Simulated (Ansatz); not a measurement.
# Rb2Ge3: the cost of one run

Method: DFT PBE, scalar-relativistic, plane waves, PAW, in Ansatz 0.2.0.

## 1. The starting structure

It takes space group I4_132 (No. 214, cubic). The conventional cell has a = 7.838 Å, b = 7.838 Å, c = 7.838 Å, α = 90.00°, β = 90.00°, γ = 90.00°. Rb (site symmetry 32) has 3 Rb at 2.77 Å as nearest neighbours. Ge (site symmetry 222) is surrounded by 4 Ge at 2.40 Å.

As a file:

```cif
data_structure
_symmetry_space_group_name_H-M 'P 1'
_symmetry_Int_Tables_number 1
_cell_length_a 6.7882
_cell_length_b 6.7882
_cell_length_c 6.7882
_cell_angle_alpha 109.471
_cell_angle_beta 109.471
_cell_angle_gamma 109.471
_cell_volume 240.79
loop_
_atom_site_label
_atom_site_type_symbol
_atom_site_fract_x
_atom_site_fract_y
_atom_site_fract_z
_atom_site_occupancy
Rb1 Rb 0.00000 0.25000 0.50000 1
Rb2 Rb 0.25000 0.25000 0.25000 1
Rb3 Rb 0.25000 0.50000 0.00000 1
Rb4 Rb 0.50000 0.00000 0.25000 1
Ge1 Ge 0.62500 0.25000 0.87500 1
Ge2 Ge 0.87500 0.62500 0.25000 1
Ge3 Ge 0.75000 0.62500 0.87500 1
Ge4 Ge 0.25000 0.87500 0.62500 1
Ge5 Ge 0.87500 0.75000 0.62500 1
Ge6 Ge 0.62500 0.87500 0.75000 1
```

The cell is invented: 4-connected net of one element, guests in its cages (I4_132, No. 214). Its size is a rough estimate.

## 2. A first look at the guess

Input file input.yaml:

```yaml
crystal:
  lattice:
    - [-3.91918359, 3.91918359, 3.91918359]
    - [3.91918359, -3.91918359, 3.91918359]
    - [3.91918359, 3.91918359, -3.91918359]
  atoms:
    - { symbol: Rb, position: [0.0, 0.25, 0.5] }
    - { symbol: Rb, position: [0.25, 0.25, 0.25] }
    - { symbol: Rb, position: [0.25, 0.5, 0.0] }
    - { symbol: Rb, position: [0.5, 0.0, 0.25] }
    - { symbol: Ge, position: [0.625, 0.25, 0.875] }
    - { symbol: Ge, position: [0.875, 0.625, 0.25] }
    - { symbol: Ge, position: [0.75, 0.625, 0.875] }
    - { symbol: Ge, position: [0.25, 0.875, 0.625] }
    - { symbol: Ge, position: [0.875, 0.75, 0.625] }
    - { symbol: Ge, position: [0.625, 0.875, 0.75] }
basis:
  ecutwfc: 420
kpoints:
  mp_grid: { grid: [4, 4, 4] }
hamiltonian:
  xc: pbe
scf:
  occupations: { method: gaussian, width: 0.1 }
  lower_state_search: "off"
output:
  forces: true
  stress: true
  eigenvalues: true
```

Started as:

```sh
$ ansatz run input.yaml --threads 1 --pin off --max-ram 2560MiB --backend cpu --events-out ev --progress --plain --runs-dir out
```

**Question.** How long does this run take on 1 thread of Arm Neoverse V2, shared host, and how much memory does it need?

About 9.8 s, with a peak of 0.46 GiB.
